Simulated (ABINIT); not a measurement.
# NbTe (P-6m2) in ABINIT: further runs

The runs below take NbTe through band structure, with PBE.

Program: ABINIT 10.8.3 (patched build). These are calculated values, not measurements. Logs are shortened: lines on timing, memory, paths and dates and some standing lists are left out, and cuts for length are marked. The log counts tension as positive stress, the text compression.

## 1. The structure

It takes space group P-6m2 (No. 187, hexagonal). Conventional cell: a = 3.703 Å, b = 3.703 Å, c = 3.694 Å, α = 90.00°, β = 90.00°, γ = 120.00°. Te (site symmetry -6m2) is surrounded by 6 Nb at 2.83 Å. Nb (site symmetry -6m2) has 6 Te at 2.83 Å as nearest neighbours.

The cell comes from a database or a generator and needn't be the stable form of this composition.

## 2. Band structure, PBE

run.abi

```
ndtset 2

pp_dirpath "./"
pseudos "Te.upf, Nb.upf"

acell 3.7029743866 3.7029743866 3.694211 Angstrom
rprim
     1.0000000000     0.0000000000     0.0000000000
    -0.5000000000     0.8660254038     0.0000000000
     0.0000000000     0.0000000000     1.0000000000
ntypat 2
znucl 52 41
natom 2
typat 1 2
xred
     0.6666666667     0.3333333333     0.0000000000
     0.0000000000     0.0000000000     0.5000000000

ecut 53.0

ixc 11

occopt 3
tsmear 0.00183747

nstep 100

iomode 3
prtwf 0
prteig 0
prtebands 0
enunit 1
prtden1 1

kptopt1 1
ngkpt1 8 8 7
nshiftk1 1
shiftk1 0.0 0.0 0.0
nband1 23
tolvrs1 1.0e-10

iscf2 -2
getden2 1
nband2 29
nbdbuf2 4
tolwfr2 1.0e-11
kptopt2 -7
ndivsm2 5
prteig2 1
prtvol2 -3
kptbounds2
     0.0000000000     0.0000000000     0.0000000000
     0.5000000000     0.0000000000     0.0000000000
     0.3333333333     0.3333333333     0.0000000000
     0.0000000000     0.0000000000     0.0000000000
     0.0000000000     0.0000000000     0.5000000000
     0.5000000000     0.0000000000     0.5000000000
     0.3333333333     0.3333333333     0.5000000000
     0.0000000000     0.0000000000     0.5000000000
```

Potentials or basis: PseudoDojo NC SR PBE v0.4 stringent.

On the command line:

```sh
abinit run.abi > log 2>&1
```

run.abo:

```text
.Version 10.8.3 of ABINIT
 DATASET    1 : space group P-6 m 2 (#187); Bravais hP (primitive hexag.)
================================================================================
 Values of the parameters that define the memory need for DATASET  1.
     intxc =       0    ionmov =       0      iscf =       7    lmnmax =       8
     lnmax =       8     mgfft =      48  mpssoang =       4    mqgrid =    3001
     natom =       2  nloc_mem =       1    nspden =       1   nspinor =       1
    nsppol =       1      nsym =      12    n1xccc =    2501    ntypat =       2
    occopt =       3   xclevel =       2
       mpw =        5489          nfft =      110592          nkpt =          40
================================================================================
================================================================================

 DATASET    2 : space group P-6 m 2 (#187); Bravais hP (primitive hexag.)
================================================================================
 Values of the parameters that define the memory need for DATASET  2.
     intxc =       0    ionmov =       0      iscf =      -2    lmnmax =       8
     lnmax =       8     mgfft =      48  mpssoang =       4    mqgrid =    3001
     natom =       2  nloc_mem =       1    nspden =       1   nspinor =       1
    nsppol =       1      nsym =      12    n1xccc =    2501    ntypat =       2
    occopt =       3   xclevel =       2
       mpw =        5490          nfft =      110592          nkpt =          57
================================================================================
================================================================================

--------------------------------------------------------------------------------
------------- Echo of variables that govern the present computation ------------
--------------------------------------------------------------------------------
 -outvars: echo values of preprocessed input variables --------
            acell      6.9976074419E+00  6.9976074419E+00  6.9810470413E+00 Bohr
              amu      1.27600000E+02  9.29063800E+01
             ecut      5.30000000E+01 Hartree
           enunit           1
           getden1          0
           getden2          1
             iscf1          7
             iscf2         -2
              ixc          11
           jdtset        1    2
           kptopt1          1
           kptopt2         -7
         kptrlatt        8    0    0      0    8    0      0    0    7
          kptrlen1     4.88673293E+01
          kptrlen2     3.00000000E+01
            natom           2
            nband1         23
            nband2         29
           nbdbuf1          0
           nbdbuf2          4
           ndtset           2
           ndivsm1          0
           ndivsm2          5
            ngfft          48      48      48
             nkpt1         40
             nkpt2         57
            nstep         100
             nsym          12
           ntypat           2
           occopt           3
        prtebands           0
           prteig1          0
           prteig2          1
           prtvol1          0
           prtvol2         -3
            prtwf           0
            rprim      1.0000000000E+00  0.0000000000E+00  0.0000000000E+00
                      -5.0000000000E-01  8.6602540380E-01  0.0000000000E+00
                       0.0000000000E+00  0.0000000000E+00  1.0000000000E+00
           shiftk1     0.00000000E+00  0.00000000E+00  0.00000000E+00
           shiftk2     5.00000000E-01  5.00000000E-01  5.00000000E-01
          spgroup         187
           tolvrs1     1.00000000E-10
           tolvrs2     0.00000000E+00
           tolwfr1     0.00000000E+00
           tolwfr2     1.00000000E-11
           tsmear      1.83747000E-03 Hartree
            typat      1  2
           xangst      1.8514871935E+00  1.0689566294E+00  0.0000000000E+00
                       1.8514873465E-10 -1.0689590915E-10  1.8471055000E+00
            xcart      3.4988037213E+00  2.0200352700E+00  0.0000000000E+00
                       3.4988040105E-10 -2.0200399227E-10  3.4905235207E+00
             xred      6.6666666670E-01  3.3333333330E-01  0.0000000000E+00
                       3.3333299084E-11 -3.3333410106E-11  5.0000000000E-01
            znucl       52.00000   41.00000

================================================================================

 chkinp: Checking input parameters for consistency, jdtset=   1.

[... 173 lines left out ...]

 Exchange-correlation functional for the present dataset will be:
  GGA: Perdew-Burke-Ernzerhof functional - ixc=11
  J.P.Perdew, K.Burke, M.Ernzerhof, PRL 77, 3865 (1996)

 Real(R)+Recip(G) space primitive vectors, cartesian coordinates (Bohr,Bohr^-1):
 R(1)=  6.9976074  0.0000000  0.0000000  G(1)=  0.1429060  0.0825068  0.0000000
 R(2)= -3.4988037  6.0601058  0.0000000  G(2)=  0.0000000  0.1650136  0.0000000
 R(3)=  0.0000000  0.0000000  6.9810470  G(3)=  0.0000000  0.0000000  0.1432450
 Unit cell volume ucvol=  2.9603997E+02 bohr^3
 Angles (23,13,12)=  9.00000000E+01  9.00000000E+01  1.20000000E+02 degrees

 getcut: wavevector=  0.0000  0.0000  0.0000  ngfft=  48  48  48
         ecut(hartree)=     53.000   => boxcut(ratio)=   2.09309
--------------------------------------------------------------------------------

================================================================================
 Non-SCF case, kpt    1 (  0.00000  0.00000  0.00000), residuals and eigenvalues=
  9.91E-12  7.67E-12  7.07E-12  8.28E-12  4.15E-12  2.14E-12  6.50E-12  3.49E-12
  3.05E-12  1.52E-12  3.61E-12  2.61E-12  2.48E-12  8.94E-12  7.45E-12  5.61E-12
  7.91E-12  7.32E-12  2.96E-12  8.79E-12  4.62E-12  5.90E-12  6.03E-12  6.94E-12
  8.79E-12  3.64E-12  3.06E-10  1.16E-04  3.05E-04
 -5.4294E+00 -3.5933E+00 -3.5933E+00 -3.5928E+00 -1.5637E+00 -9.2134E-01
 -9.2134E-01 -9.2096E-01 -9.2096E-01 -9.2096E-01 -6.8898E-01 -6.8182E-01
 -6.8182E-01 -4.4552E-02  3.6343E-01  3.6343E-01  3.6940E-01  3.9298E-01
  4.8422E-01  4.8422E-01  5.6899E-01  5.6899E-01  5.8416E-01  6.9874E-01
  7.4100E-01  7.4100E-01  9.2987E-01  9.3039E-01  9.4341E-01
 Non-SCF case, kpt    2 (  0.05556  0.00000  0.00000), residuals and eigenvalues=
  7.96E-12  8.73E-12  6.17E-12  5.75E-12  9.00E-12  9.82E-12  2.55E-12  1.72E-12
  1.82E-12  1.97E-12  4.78E-12  3.47E-12  4.56E-12  4.51E-12  3.42E-12  4.12E-12
  2.47E-12  5.40E-12  8.27E-12  4.44E-12  8.11E-12  2.55E-12  3.16E-12  5.56E-12
[... 542 lines left out ...]
 -9.2124E-01 -9.2121E-01 -9.2120E-01 -9.2050E-01 -6.9306E-01 -6.8156E-01
 -6.8144E-01  5.2785E-03  2.0422E-01  3.7881E-01  3.8010E-01  4.4140E-01
  4.4559E-01  5.0469E-01  5.3641E-01  5.4437E-01  6.8351E-01  7.0661E-01
  7.9382E-01  8.7701E-01  8.8453E-01  8.9400E-01  8.9910E-01
 Non-SCF case, kpt   57 (  0.00000  0.00000  0.50000), residuals and eigenvalues=
  5.00E-12  3.58E-12  8.64E-12  3.04E-12  5.92E-12  1.40E-12  7.24E-12  2.76E-12
  6.29E-12  1.16E-12  5.38E-12  6.77E-12  3.02E-12  4.14E-12  3.72E-12  5.46E-12
  6.75E-12  7.68E-12  6.86E-12  3.37E-12  5.14E-12  6.45E-12  5.76E-12  7.61E-12
  4.47E-12  1.78E-09  3.99E-09  1.21E-08  1.32E-08
 -5.4294E+00 -3.5933E+00 -3.5933E+00 -3.5928E+00 -1.5635E+00 -9.2125E-01
 -9.2125E-01 -9.2120E-01 -9.2120E-01 -9.2050E-01 -6.9311E-01 -6.8141E-01
 -6.8141E-01  4.6335E-03  2.0244E-01  3.8313E-01  3.8313E-01  4.4381E-01
  4.4381E-01  5.0381E-01  5.3991E-01  5.3991E-01  6.7468E-01  7.0264E-01
  7.9732E-01  8.9307E-01  8.9307E-01  8.9323E-01  8.9323E-01

--- !ResultsGS
iteration_state: {dtset: 2, }
comment   : Summary of ground state results
lattice_vectors:
- [  6.9976074,   0.0000000,   0.0000000, ]
- [ -3.4988037,   6.0601058,   0.0000000, ]
- [  0.0000000,   0.0000000,   6.9810470, ]
lattice_lengths: [   6.99761,    6.99761,    6.98105, ]
lattice_angles: [ 90.000,  90.000, 120.000, ] # degrees, (23, 13, 12)
lattice_volume:   2.9603997E+02
convergence: {deltae:  0.000E+00, res2:  0.000E+00, residm:  9.984E-12, diffor:  0.000E+00, }
etotal    :  -3.42795147E+02
entropy   :   0.00000000E+00
fermie    :   4.79590442E-01
cartesian_stress_tensor: null
pressure_GPa: null
xred      :
- [  6.6667E-01,   3.3333E-01,   0.0000E+00, Te]
- [  3.3333E-11,  -3.3333E-11,   5.0000E-01, Nb]
cartesian_forces: null
force_length_stats: {min: null, max: null, mean: null, }
...

 Integrated electronic density in atomic spheres:
 ------------------------------------------------
 Atom  Sphere_radius  Integrated_density
    1        2.00000         19.95502666
    2        2.00000          9.46691931
================================================================================

 ----iterations are completed or convergence reached----

 Mean square residual over all n,k,spin=   53.681E-13; max=  99.840E-13
 reduced coordinates (array xred) for    2 atoms
       0.666666666700      0.333333333300      0.000000000000
       0.000000000033     -0.000000000033      0.500000000000

 cartesian coordinates (angstrom) at end:
    1      1.85148719348515     1.06895662936521     0.00000000000000
    2      0.00000000018515    -0.00000000010690     1.84710550000000
 length scales=  6.997607441925  6.997607441925  6.981047041316 bohr
              =  3.702974386600  3.702974386600  3.694211000000 angstroms
 Eigenvalues (   eV  ) for nkpt=  57  k points:
 kpt#   1, nband= 29, wtk=  1.00000, kpt=  0.0000  0.0000  0.0000 (reduced coord)
-147.74182  -97.77777  -97.77777  -97.76421  -42.55021  -25.07089  -25.07089  -25.06070
 -25.06050  -25.06050  -18.74799  -18.55338  -18.55338   -1.21233    9.88944    9.88944
  10.05195   10.69361   13.17633   13.17633   15.48291   15.48291   15.89580   19.01379
  20.16352   20.16352   25.30293   25.31719   25.67160
 kpt#   2, nband= 29, wtk=  1.00000, kpt=  0.0556  0.0000  0.0000 (reduced coord)
-147.74182  -97.77777  -97.77777  -97.76421  -42.54995  -25.07082  -25.07049  -25.06082
 -25.06054  -25.06053  -18.74702  -18.55750  -18.55441   -1.17466    9.66827    9.90862
  10.15993   10.60509   13.16575   13.30791   15.15788   15.40306   16.24231   18.92807
  20.33015   20.41893   24.58863   25.36988   25.67003
 kpt#   3, nband= 29, wtk=  1.00000, kpt=  0.1111  0.0000  0.0000 (reduced coord)
-147.74181  -97.77778  -97.77777  -97.76421  -42.54921  -25.07061  -25.06934  -25.06173
 -25.06066  -25.06002  -18.74423  -18.56936  -18.55739   -1.06357    9.22911    9.96340
  10.29450   10.38818   13.13554   13.64981   14.67615   15.19993   16.77168   18.86784
  20.79279   20.92855   23.74041   25.56731   25.76954
 kpt#   4, nband= 29, wtk=  1.00000, kpt=  0.1667  0.0000  0.0000 (reduced coord)
-147.74181  -97.77779  -97.77777  -97.76420  -42.54808  -25.07034  -25.06756  -25.06313
[... 254 lines left out ...]
-147.74181  -97.77777  -97.77777  -97.76426  -42.54406  -25.06888  -25.06767  -25.06711
 -25.06705  -25.04737  -18.85510  -18.55776  -18.54515    0.19533    5.69843    9.97356
  10.12523   11.84250   12.26895   13.79632   14.41872   15.14292   19.11963   19.49058
  21.44079   22.88058   23.58477   24.40594   24.90649
 kpt#  56, nband= 29, wtk=  1.00000, kpt=  0.0333  0.0333  0.5000 (reduced coord)
-147.74181  -97.77777  -97.77776  -97.76426  -42.54479  -25.06862  -25.06813  -25.06733
 -25.06719  -25.04797  -18.85905  -18.54616  -18.54283    0.14363    5.55720   10.30788
  10.34304   12.01105   12.12501   13.73321   14.59643   14.81297   18.59938   19.22788
  21.60108   23.86461   24.06917   24.32711   24.46580
 kpt#  57, nband= 29, wtk=  1.00000, kpt=  0.0000  0.0000  0.5000 (reduced coord)
-147.74181  -97.77776  -97.77776  -97.76426  -42.54504  -25.06852  -25.06852  -25.06721
 -25.06721  -25.04817  -18.86043  -18.54206  -18.54206    0.12608    5.50860   10.42550
  10.42550   12.07670   12.07670   13.70934   14.69175   14.69175   18.35899   19.11991
  21.69631   24.30155   24.30155   24.30609   24.30609

== END DATASET(S) ==============================================================
================================================================================

 -outvars: echo values of variables after computation  --------
            acell      6.9976074419E+00  6.9976074419E+00  6.9810470413E+00 Bohr
           etotal1    -3.4279514699E+02
            fcart1    -4.9253775869E-27 -1.4531143866E-24 -0.0000000000E+00
                       4.9253775869E-27  1.4531143866E-24 -0.0000000000E+00
            rprim      1.0000000000E+00  0.0000000000E+00  0.0000000000E+00
                      -5.0000000000E-01  8.6602540380E-01  0.0000000000E+00
                       0.0000000000E+00  0.0000000000E+00  1.0000000000E+00
           strten1     2.7375878571E-05  2.7375877894E-05  4.0975383900E-06
                       0.0000000000E+00  0.0000000000E+00  0.0000000000E+00
           xangst      1.8514871935E+00  1.0689566294E+00  0.0000000000E+00
                       1.8514873465E-10 -1.0689590915E-10  1.8471055000E+00
             xred      6.6666666670E-01  3.3333333330E-01  0.0000000000E+00
                       3.3333299084E-11 -3.3333410106E-11  5.0000000000E-01
 Calculation completed.
```

Wall time 6.3 min (1 thread of Arm Neoverse V1, shared host); peak memory 0.21 GiB.

What came out:

```
Free energy                                           : -9327.9311 eV
Pressure                                              : -0.6 GPa
Band gap on the k mesh                                : none (metal or under the smearing width)
Valence electrons inside the program's atomic spheres : Te 19.95; Nb 9.47
```

Levels at the corners of the path, in eV from the Fermi level:
```
point  band 15  band 16  band 17  band 18  band 19  band 20  band 21  band 22  band 23  band 24
    Γ    -3.16    -3.16    -3.00    -2.36     0.13     0.13     2.43     2.43     2.85     5.96
    M    -7.20    -3.84    -2.64    -2.61    -0.20     1.22     1.48     3.02     3.83     5.76
    K    -6.50    -5.45    -3.77    -0.95    -0.13     0.19     0.39     4.61     6.48     7.61
    Γ    -3.16    -3.16    -3.00    -2.36     0.13     0.13     2.43     2.43     2.85     5.96
    A    -7.54    -2.62    -2.62    -0.97    -0.97     0.66     1.64     1.64     5.31     6.07
    L    -5.98    -5.89    -4.26    -1.37     1.15     1.26     1.80     2.78     4.45     4.62
    H    -6.26    -5.76    -4.48    -1.12     1.12     1.67     2.12     2.78     3.35     3.77
    A    -7.54    -2.62    -2.62    -0.97    -0.97     0.66     1.64     1.64     5.31     6.07
```

Caveat: spin-orbit coupling is left out, which moves the levels of the heavy elements.

## 3. Band structure, PBE

Edit run.abi of step 2 so:

```diff
@@ -3,3 +3,3 @@
 pp_dirpath "./"
-pseudos "Te.upf, Nb.upf"
+pseudos "Te_ONCV_PBE-1.2.upf, Nb_ONCV_PBE-1.2.upf"
 
@@ -18,3 +18,3 @@
 
-ecut 53.0
+ecut 41.0
 
@@ -38,3 +38,3 @@
 shiftk1 0.0 0.0 0.0
-nband1 23
+nband1 19
 tolvrs1 1.0e-10
@@ -43,3 +43,3 @@
 getden2 1
-nband2 29
+nband2 25
 nbdbuf2 4
```

Potentials or basis: SG15 NC PBE v1.2.

On the command line:

```sh
abinit run.abi > log 2>&1
```

Run time: 3.6 min. Hardware: 1 thread of Arm Neoverse V1, shared host; peak memory 0.15 GiB.

Results (log left out):

```
Free energy                                           : -3931.2024 eV
Pressure                                              : -0.3 GPa
Band gap on the k mesh                                : none (metal or under the smearing width)
Valence electrons inside the program's atomic spheres : Te 11.96; Nb 9.47
```

Stress tensor (GPa, compression positive):
```
-0.58  0.00  0.00
 0.00 -0.58  0.00
 0.00  0.00  0.19
```

Levels at the corners of the path, in eV from the Fermi level:
```tsv
point	band 12	band 13	band 14	band 15	band 16	band 17	band 18	band 19
Γ	-3.16	-3.00	-2.37	0.14	0.14	2.43	2.43	2.83
M	-3.85	-2.64	-2.62	-0.21	1.23	1.48	3.01	3.82
K	-5.46	-3.79	-0.96	-0.14	0.20	0.39	4.60	6.48
Γ	-3.16	-3.00	-2.37	0.14	0.14	2.43	2.43	2.83
A	-2.64	-2.64	-0.98	-0.98	0.66	1.63	1.63	5.30
L	-5.90	-4.26	-1.38	1.15	1.25	1.79	2.79	4.44
H	-5.77	-4.49	-1.11	1.11	1.67	2.11	2.77	3.35
A	-2.64	-2.64	-0.98	-0.98	0.66	1.63	1.63	5.30
```

Caveat: spin-orbit coupling is left out, which moves the levels of the heavy elements.

## 4. Band structure, PBE

Edit run.abi of step 3 so:

```diff
@@ -3,3 +3,3 @@
 pp_dirpath "./"
-pseudos "Te_ONCV_PBE-1.2.upf, Nb_ONCV_PBE-1.2.upf"
+pseudos "Te.upf, Nb.upf"
```

Potentials or basis: Ansatz NC PBE.

On the command line:

```sh
abinit run.abi > log 2>&1
```

It took 9.6 min on 1 thread of Arm Neoverse V1, shared host; peak memory 0.15 GiB.

Results (log left out):

```yaml
Free_energy: -4769.9561 eV
Pressure: -0.6 GPa
Band_gap_on_the_k_mesh: none (metal or under the smearing width)
Valence_electrons_inside_the_program's_atomic_spheres: Te 11.97; Nb 9.47
```

Stress tensor (GPa, compression positive):
```
-0.86  0.00  0.00
 0.00 -0.86  0.00
 0.00  0.00 -0.16
```

Levels at the corners of the path, in eV from the Fermi level:
```csv
point,band 11,band 12,band 13,band 14,band 15,band 16,band 17,band 18,band 19,band 20
Γ,-3.16,-3.16,-3.00,-2.35,0.13,0.13,2.43,2.43,2.85,5.95
M,-7.19,-3.84,-2.64,-2.61,-0.20,1.22,1.49,3.02,3.82,5.75
K,-6.50,-5.45,-3.77,-0.95,-0.13,0.19,0.39,4.61,6.48,7.60
Γ,-3.16,-3.16,-3.00,-2.35,0.13,0.13,2.43,2.43,2.85,5.95
A,-7.54,-2.62,-2.62,-0.97,-0.97,0.66,1.64,1.64,5.30,6.05
L,-5.97,-5.89,-4.26,-1.37,1.15,1.26,1.80,2.78,4.46,4.61
H,-6.26,-5.76,-4.48,-1.12,1.12,1.67,2.12,2.78,3.36,3.77
A,-7.54,-2.62,-2.62,-0.97,-0.97,0.66,1.64,1.64,5.30,6.05
```

Caveat: spin-orbit coupling is left out, which moves the levels of the heavy elements.

## 5. The runs side by side

```tsv
potentials or basis	cutoff (eV)	gap on the mesh (eV)	pressure (GPa)
PseudoDojo NC SR PBE v0.4 stringent	1442	none	-0.6
SG15 NC PBE v1.2	1116	none	-0.3
Ansatz NC PBE	1116	none	-0.6
```

Alike in all rows: task band structure; level PBE; no spin polarisation; cell as given; k mesh 8 × 8 × 7; smearing fermi-dirac 0.05 eV.

Caveats: spin-orbit coupling is left out, which moves the levels of the heavy elements.

Total energies depend on the potentials used, so only differences within one code and one set of settings carry meaning.
